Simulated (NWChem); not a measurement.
**BH3Br− (SMILES [BH3-]Br): TPSS0/cc-pVDZ/cc-pVDZ-PP (density fitting with weigend coulomb fitting, core potential)**

Aim: the vertical electron affinity of BH3Br− at TPSS0/cc-pVDZ/cc-pVDZ-PP (density fitting with weigend coulomb fitting, core potential), from 2 runs. 

The calculation is run with NWChem 7.3.0.

3 further runs of the same task are left out: 3 set aside as unsound or not needed.

### Step 1. The molecule

The species is BH3Br− (5 atoms), meant as a singlet with charge -1. SMILES: `[BH3-]Br`. The coordinates come from a GFN2-xTB relaxation.

Bond lengths: B1–Br2 2.026 Å, B1–H3 1.211 Å, B1–H4 1.211 Å, B1–H5 1.211 Å. Angles: Br2–B1–H3 107.6°, Br2–B1–H4 107.5°, Br2–B1–H5 107.6°, H3–B1–H4 111.3°, H3–B1–H5 111.3°, H4–B1–H5 111.3°.

### Step 2. The energy at TPSS0/cc-pVDZ/cc-pVDZ-PP (density fitting with weigend coulomb fitting, core potential)

Input file bbrh3.nw:

```
start bbrh3
title "BBrH3"
memory total 2200 mb
charge -1

geometry units angstrom noautosym nocenter noautoz
 B      0.105540    -0.047320     0.145720
 Br    -1.044180     0.467760    -1.441330
 H      1.234050    -0.217200    -0.260310
 H     -0.352540    -1.066680     0.613040
 H      0.057130     0.863440     0.942890
end

basis spherical bse
 * library cc-pVDZ except Br
 Br library cc-pVDZ-PP
end

ecp bse
 Br library cc-pVDZ-PP
end

basis "cd basis" spherical
 * library "weigend coulomb fitting"
end

dft
 xc xtpss03 0.75 ctpss03 1.0 hfexch 0.25
 mult 1
 grid medium
 convergence energy 1e-08
 maxiter 200
 mulliken
 print medium
end

task dft energy
```

Run with:

```console
$ nwchem bbrh3.nw > bbrh3.out
```

Log:

```text
[...]
 **** WARNING Zero Coefficient **** on atom "              Br"
 angular momentum value:-1  standard basis set name: "cc-pVDZ-PP"
 input line that generated warning:
   676: 2       1.0000000              0.0000000
[...]
          Wavefunction type:  closed shell.
          No. of atoms     :     5
          No. of electrons :    34
[...]
          Charge           :    -1
          Spin multiplicity:     1
[...]
          AO basis - number of functions:    52
[...]
              XC Information
              --------------
                     Hartree-Fock (Exact) Exchange  0.250
                  TPSS metaGGA Exchange Functional  0.750
             TPSS03 metaGGA Correlation Functional  1.000
[...]
 d= 0,ls=0.0,diis     1   -443.2945291070 -4.98D+02  3.87D-02  1.68D+00     1.2
[...]
 d= 0,ls=0.0,diis     8   -443.4840759938 -4.44D-10  8.29D-07  1.71D-09     6.0
         Total DFT energy =     -443.484075993839
      One electron energy =     -882.591803626118
           Coulomb energy =      420.692426972106
    Exchange-Corr. energy =      -36.518927029461
 Nuclear repulsion energy =       54.934227689635
[...]
      Total Density - Mulliken Population Analysis
     ---------------------------------------------
    Atom       Charge   Shell Charges
 -----------   ------   -------------------------------------------------------
    1 B    5     5.10   2.01  0.56  0.33  1.61  0.53  0.07
    2 Br  25    25.48  -0.01  1.97  1.07  0.90  6.01  3.17  2.35  9.97  0.06
    3 H    1     1.14   0.75  0.38  0.01
    4 H    1     1.14   0.75  0.38  0.01
    5 H    1     1.14   0.75  0.38  0.01
[...]
```

Wall time 6.6 s (1 thread of Intel Xeon 6975P-C (Granite Rapids), shared host); peak memory 0.27 GiB.

### Step 3. Doublet [BH3Br]2− at the same level

Input file mol.nw:

```
start mol
memory 2200 mb
charge -2
geometry units angstroms noautosym nocenter noautoz
 B      0.105540    -0.047320     0.145720
 Br    -1.044180     0.467760    -1.441330
 H      1.234050    -0.217200    -0.260310
 H     -0.352540    -1.066680     0.613040
 H      0.057130     0.863440     0.942890
end
basis "ao basis" spherical bse
 * library cc-pVDZ except Br
 Br library cc-pVDZ-PP
end
ecp bse
 Br library cc-pVDZ-PP
end
basis "cd basis" spherical
 * library "weigend coulomb fitting"
end
dft
 xc xtpss03 0.75 ctpss03 1.0 hfexch 0.25
 mult 2
 grid medium
 convergence energy 1e-08
 maxiter 150
 mulliken
end
task dft energy
```

Run with:

```console
$ nwchem mol.nw > mol.out
```

Log:

```text
[...]
 **** WARNING Zero Coefficient **** on atom "              Br"
 angular momentum value:-1  standard basis set name: "cc-pVDZ-PP"
 input line that generated warning:
   676: 2       1.0000000              0.0000000
[...]
          Wavefunction type:  spin polarized.
          No. of atoms     :     5
          No. of electrons :    35
[...]
          Charge           :    -2
          Spin multiplicity:     2
[...]
          AO basis - number of functions:    52
[...]
              XC Information
              --------------
                     Hartree-Fock (Exact) Exchange  0.250
                  TPSS metaGGA Exchange Functional  0.750
             TPSS03 metaGGA Correlation Functional  1.000
[...]
 d= 0,ls=0.0,diis     1   -442.1298686645 -4.97D+02  5.37D-01  2.53D+00     1.4
[...]
 d= 0,ls=0.0,diis    12   -443.1414116969 -1.52D-09  7.70D-06  4.24D-11    11.2
[...]
         Total DFT energy =     -443.141411696881
      One electron energy =     -889.886457566122
           Coulomb energy =      428.541563444402
    Exchange-Corr. energy =      -36.730745264796
 Nuclear repulsion energy =       54.934227689635
[...]
      Total Density - Mulliken Population Analysis
     ---------------------------------------------
    Atom       Charge   Shell Charges
 -----------   ------   -------------------------------------------------------
    1 B    5     5.65   2.01  0.54  0.25  1.57  1.24  0.04
    2 Br  25    25.62  -0.01  1.97  1.08  0.80  6.01  3.03  2.72  9.97  0.07
    3 H    1     1.24   0.73  0.50  0.01
    4 H    1     1.24   0.73  0.50  0.01
    5 H    1     1.24   0.73  0.50  0.01
[...]
      <S2> =      0.7526 (Exact =     0.7500)
[...]
```

It took 12 s on 1 thread of Intel Xeon 6975P-C (Granite Rapids), shared host; peak memory 0.27 GiB.

### Step 4. Outcome

At TPSS0/cc-pVDZ/cc-pVDZ-PP (density fitting with weigend coulomb fitting, core potential):

```
                                                             quantity          value
                                         singlet BH3Br−: total energy  -443.48408 Eh
                                          singlet BH3Br−: HOMO energy       -1.54 eV
                                          singlet BH3Br−: LUMO energy        7.62 eV
singlet BH3Br−: HOMO–LUMO gap (to an unbound level, set by the basis)        9.16 eV
                                      doublet [BH3Br]2−: total energy  -443.14141 Eh
                doublet [BH3Br]2−: HOMO energy (highest over α and β)       11.07 eV
                 doublet [BH3Br]2−: LUMO energy (lowest over α and β)       13.43 eV
                                              doublet [BH3Br]2−: ⟨S²⟩          0.753
                  vertical electron affinity (to the doublet dianion)      -9.324 eV
```

The dianion lies 9.32 eV (900 kJ/mol) above the anion: the electron isn't bound at this level, and such a value depends on the basis. Without diffuse functions anions come out too high. Mulliken charges (singlet BH3Br−) run from -0.48 on Br2 to -0.10 on B1. Mulliken charges (doublet [BH3Br]2−) run from -0.65 on B1 to -0.24 on H3. The HOMO (doublet [BH3Br]2−) lies at positive energy, 11.07 eV; only total energies tell whether the electron is bound.
